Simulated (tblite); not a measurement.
# C3H10N2SeSi: the cost of one run

Computed with tblite 0.8.0 and PySCF 2.14.0, with density-fitted response routines of our own, on a single molecule in the gas phase. Atoms count from 0, in the outputs and in this text.

### 1 The starting structure

17 atoms, charge 0, multiplicity 1; geometry from: force field or distance geometry start.

Bonds of the start (Å): C0–C1 1.33, C1–Se2 1.91, Se2–C3 1.95, C3–Si4 1.89, Si4–N5 1.80, Si4–N6 1.78, C0–H7 1.08, C0–H8 1.08, C1–H9 1.11, C3–H10 1.12, C3–H11 1.08, Si4–H12 1.46, N5–H13 1.06, N5–H14 1.04, N6–H15 1.04, N6–H16 1.05.

### 2 Geometry optimisation with GFN2-xTB

Job settings and geometry (Å):

```
{"job": {"kind": "relax", "xc": "GFN2-xTB", "basis": "xTB"}, "charge": 0, "multiplicity": 1}
C      3.524200     0.167300    -0.296500
C      2.821400    -0.048900     0.815000
Se     1.189600    -1.036400     0.731200
C      0.048200    -0.203000    -0.617500
Si    -1.665500     0.053800     0.147200
N     -2.647900    -1.320200    -0.464000
N     -2.357800     1.566600    -0.490000
H      3.092000    -0.224500    -1.210500
H      4.457900     0.712300    -0.316400
H      3.171900     0.307500     1.808200
H     -0.058200    -0.869300    -1.516200
H      0.396200     0.763200    -0.951700
H     -1.641900    -0.048300     1.602000
H     -2.319600    -1.443800    -1.463600
H     -2.320600    -2.167400     0.044000
H     -2.346900     2.355300     0.194500
H     -3.349800     1.447900    -0.817100
```

Run with:

```sh
OMP_NUM_THREADS=1 python probes_run.py task.json out
```

One launch serves the whole session: the jobs run in the order shown.

Q: Estimate the wall time and peak memory of this first job on 1 thread of Arm Neoverse N1, shared host.

About 2.3 s, with a peak of 0.18 GiB.
